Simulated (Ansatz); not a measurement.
**Ag (fcc type): how the settings move a single-point run**

How sensitive is a single-point run of Ag (fcc type) to its settings? A reference run comes first, then one run with altered input.

Computed with Ansatz 0.2.0 (reference: DFT, PBE, PAW with Ansatz's default frozen-core files, scalar-relativistic, unless a step's input says otherwise).

### Step 1. Starting point

Symmetry: Fm-3m, No. 225, cubic system. The conventional cell has a = 4.147 Å, b = 4.147 Å, c = 4.147 Å, α = 90.00°, β = 90.00°, γ = 90.00°. Ag (site symmetry m-3m) has 12 Ag at 2.93 Å as nearest neighbours.

Coordinates:

```cif
data_structure
_symmetry_space_group_name_H-M 'Fm-3m'
_symmetry_Int_Tables_number 225
_cell_length_a 4.1469
_cell_length_b 4.1469
_cell_length_c 4.1469
_cell_angle_alpha 90.000
_cell_angle_beta 90.000
_cell_angle_gamma 90.000
_cell_volume 71.31
loop_
_atom_site_label
_atom_site_type_symbol
_atom_site_symmetry_multiplicity
_atom_site_Wyckoff_symbol
_atom_site_fract_x
_atom_site_fract_y
_atom_site_fract_z
_atom_site_occupancy
Ag1 Ag 4 a 0.00000 0.00000 0.00000 1
```

### Step 2. The reference run

Input file input.yaml:

```yaml
crystal:
  lattice:
    - [0.0, 2.0734371548, -2.0734371548]
    - [-2.0734371548, 0.0, 2.0734371548]
    - [4.1468743096, 4.1468743096, 4.1468743096]
  atoms:
    - { symbol: Ag, position: [0.0, 0.0, 0.0] }
    - { symbol: Ag, position: [0.333333333, 0.666666667, 0.333333333] }
    - { symbol: Ag, position: [0.666666667, 0.333333333, 0.666666667] }
kpoints:
  mp_grid: { grid: [14, 14, 5] }
scf:
  occupations: { method: fermi_dirac, width: 0.05 }
hamiltonian:
  xc: pbe
  pseudopotentials: { kind: paw }
output:
  forces: true
  stress: true
  eigenvalues: true
  write_density: true
  write_potential: true
  elf: true
  volumetric_format: npy
```

Command:

```
> ansatz run input.yaml --threads 2 --pin off --max-ram 4096MiB --backend cpu --events-out ev --progress --plain --runs-dir out
```

### Step 3. Changing settings: scf.algorithm density_mixing

input.yaml: that of step 2 with these lines changed.

```diff
@@ -13,2 +13,3 @@
   occupations: { method: fermi_dirac, width: 0.05 }
+  algorithm: density_mixing
 hamiltonian:
@@ -20,5 +21 @@
   eigenvalues: true
-  write_density: true
-  write_potential: true
-  elf: true
-  volumetric_format: npy
```

Before running it: what results should come out? Wanted: for each run, ending; energy change; pressure; gap; force.

As calculated:

```csv
run,ending,energy change,pressure (GPa),gap (eV),force (eV/Å),cycles,time
reference,converged,0,0.1,0.00,0.00,6,2.6 s
1: scf.algorithm density_mixing,converged,0.0 meV/atom,0.1,0.00,0.00,6,2.5 s
```

Times don't compare one to one where runs were asked for different outputs or read a saved state (see the inputs); cycles may leave out searches for a lower state.

Residual by cycle in the longest SCF loop of each run; runs are numbered as in the table. The quantity is the density residual dr2, in eV.

```csv
cycle,reference,run 1
1,6.3e-5,6.3e-5
2,1.9e-5,1.9e-5
3,6.4e-7,6.4e-7
4,3.1e-8,3.1e-8
5,4.0e-9,4.0e-9
6,3.7e-10,3.7e-10
```

**Reading.** Energy and cycle count are those of the reference, so the change (solver) left the result and the number of cycles as they were.
